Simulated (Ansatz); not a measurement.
# YbH3 (BiF3 type): a single-point run

Wanted: a converged single-point run for YbH3 (BiF3 type), and a check of what comes out. The structure is shown as the input types it.

Program: Ansatz 0.2.0. Level of theory: DFT PBE, scalar-relativistic, plane waves, PAW. These are calculated values, not measurements.

1 further run of the same task is left out (it didn't finish).

**1. The structure to begin with**

Symmetry: Fm-3m, No. 225, cubic system. Conventional cell: a = 5.083 Å, b = 5.083 Å, c = 5.083 Å, α = 90.00°, β = 90.00°, γ = 90.00°. Yb (site symmetry m-3m) is surrounded by 8 H at 2.20 Å. H (site symmetry m-3m) is surrounded by 8 H at 2.20 Å. H (site symmetry -43m) is surrounded by 4 Yb at 2.20 Å and 4 H at 2.20 Å.

Coordinates:

```cif
data_structure
_symmetry_space_group_name_H-M 'Fm-3m'
_symmetry_Int_Tables_number 225
_cell_length_a 5.0826
_cell_length_b 5.0826
_cell_length_c 5.0826
_cell_angle_alpha 90.000
_cell_angle_beta 90.000
_cell_angle_gamma 90.000
_cell_volume 131.30
loop_
_atom_site_label
_atom_site_type_symbol
_atom_site_symmetry_multiplicity
_atom_site_Wyckoff_symbol
_atom_site_fract_x
_atom_site_fract_y
_atom_site_fract_z
_atom_site_occupancy
Yb1 Yb 4 a 0.00000 0.00000 0.00000 1
H1 H 4 b 0.50000 0.00000 0.00000 1
H2 H 8 c 0.25000 0.75000 0.75000 1
```

**2. The calculation**

Contents of input.yaml:

```yaml
crystal:
  lattice:
    - [0.0, 2.5413019424, 2.5413019424]
    - [2.5413019424, 0.0, 2.5413019424]
    - [2.5413019424, 2.5413019424, 0.0]
  atoms:
    - { symbol: Yb, position: [0.0, 0.0, 0.0] }
    - { symbol: H, position: [0.5, 0.5, 0.5] }
    - { symbol: H, position: [0.25, 0.25, 0.25] }
    - { symbol: H, position: [0.75, 0.75, 0.75] }
basis:
  ecutwfc: 420
  ecutrho_ratio: 4
kpoints:
  mp_grid: { grid: [1, 1, 1] }
hamiltonian:
  xc: pbe
scf:
  occupations: { method: gaussian, width: 0.05 }
  max_iter: 75
output:
  forces: true
  stress: true
```

On the command line:

```console
> ansatz run input.yaml --threads 2 --pin off --max-ram 2662MiB --backend cpu --events-out ev --progress --plain --runs-dir out
```

**Question.** How will this run end, and is anything wrong with its input?

The run converged and reported no error. It gives a pressure of 62 GPa, which is large; a structure far from rest gives such values too, whatever the setting.

The suspect setting: kpoints.mp_grid.grid is [1, 1, 1]. One k-point can't sample the Brillouin zone of so small a cell.

To check: set kpoints.mp_grid.grid to [10, 10, 10].
